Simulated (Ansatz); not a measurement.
# F2GeHO radical: up Jacob's ladder to CCSD(T)

An exercise on one series of results from a longer session: the logs are not shown, and one member is left open.

The runs use Ansatz 0.2.0, Gaussian basis; functionals in def2-TZVPP, the program's frozen cores in correlated methods.

Plan: LDA (SPW92), PBE-D4, revPBE-D4, BLYP-D4, r2SCAN-D4, B97M-V, PBE0-D4, B3LYP-D4, r2SCANh-D4, r2SCAN0-D4, HSE06-D4, BHLYP-D4, CAM-B3LYP-D4, LC-ωPBE, ωB97X-V, ωB97M-V, B2PLYP, PBE-QIDH; CCSD(T)/def2-SVP; CCSD(T)/def2-TZVPP; MP2/def2-QZVPP; extrapolation to the limit; RPA on PBE.

### The relaxed structure

All runs share one geometry, relaxed beforehand with PBE0-D4 in a triple-zeta def2 set.

5 atoms, charge 0, spin multiplicity 2.

Atoms are counted from 1 here; the program's logs count them from 0.

Bond lengths: O1–Ge2 1.763 Å, O1–H5 0.963 Å, Ge2–F3 1.724 Å, Ge2–F4 1.735 Å. Angles: Ge2–O1–H5 112.7°, O1–Ge2–F3 104.7°, O1–Ge2–F4 108.6°, F3–Ge2–F4 106.1°.

The first run:

Contents of in.yaml:

```yaml
crystal:
  periodic: [false, false, false]
  atoms:
    - {symbol: O, position_ang: [0.095778, 1.211080, -0.113341]}
    - {symbol: Ge, position_ang: [-0.125774, -0.418668, 0.522371]}
    - {symbol: F, position_ang: [1.467589, -0.966464, 0.885408]}
    - {symbol: F, position_ang: [-0.706449, -1.437378, -0.756940]}
    - {symbol: H, position_ang: [-0.681345, 1.537930, -0.578899]}
basis:
  gaussian: {orbitals: def2-TZVPP}
magnetization: {spin_polarized: true, initial_magnetization: 1}
hamiltonian: {xc: lda}
output: {orbitals: {seedname: orbitals}}
```

Started as:

```console
ansatz run in.yaml --threads 4 --pin off --events-out ev --progress --plain --max-ram 10444MiB
```

Among the steps run: LDA; PBE-D4 (GGA); revPBE-D4 (GGA); BLYP-D4 (GGA); r2SCAN-D4 (meta-GGA); B97M-V (meta-GGA); PBE0-D4 (hybrid); B3LYP-D4 (hybrid); r2SCANh-D4 (hybrid); r2SCAN0-D4 (hybrid); HSE06-D4 (hybrid); BHLYP-D4 (hybrid); CAM-B3LYP-D4 (range-separated); LC-ωPBE (range-separated); ωB97X-V (range-separated); ωB97M-V (range-separated); B2PLYP (double hybrid); PBE-QIDH (double hybrid).

One table of the session follows, with a row left open; its other results are not shown here.

It belongs to the step «Orbital energies across the functionals». 

| functional | HOMO (eV) | LUMO (eV) | gap (eV) |
| --- | --- | --- | --- |
| LDA (SPW92) | -6.60 | -5.63 | 0.97 |
| PBE-D4 | -6.46 | -5.17 | 1.29 |
| revPBE-D4 | -6.40 | -4.99 | 1.41 |
| BLYP-D4 | -6.33 | -5.25 | 1.07 |
| r2SCAN-D4 | -6.93 | -4.81 | 2.12 |
| B97M-V | -6.75 | -5.26 | 1.49 |
| PBE0-D4 | -7.89 | -4.22 | 3.66 |
| B3LYP-D4 | -7.62 | -4.70 | 2.92 |
| r2SCANh-D4 | -7.45 | -4.47 | 2.98 |
| r2SCAN0-D4 | -8.24 | -3.97 | 4.27 |
| HSE06-D4 | -7.48 | -4.60 | 2.88 |
| BHLYP-D4 | ? | ? | ? |
| CAM-B3LYP-D4 | -9.25 | -3.37 | 5.88 |
| LC-ωPBE | -10.62 | -1.81 | 8.81 |
| ωB97X-V | -10.12 | -2.25 | 7.87 |
| ωB97M-V | -10.00 | -2.34 | 7.66 |

**Question.** Estimate the row for BHLYP-D4.

Worked estimate for «HOMO (eV)». Against the share of exact exchange, BLYP-D4 (0, -6.33), B3LYP-D4 (0.2, -7.62) give a slope of -6.45 per unit share; at 0.5 the line stands at -9.55.

As computed: HOMO (eV): -9.17; LUMO (eV): -3.44; gap (eV): 5.73. In «HOMO (eV)» the line misses by -0.38.
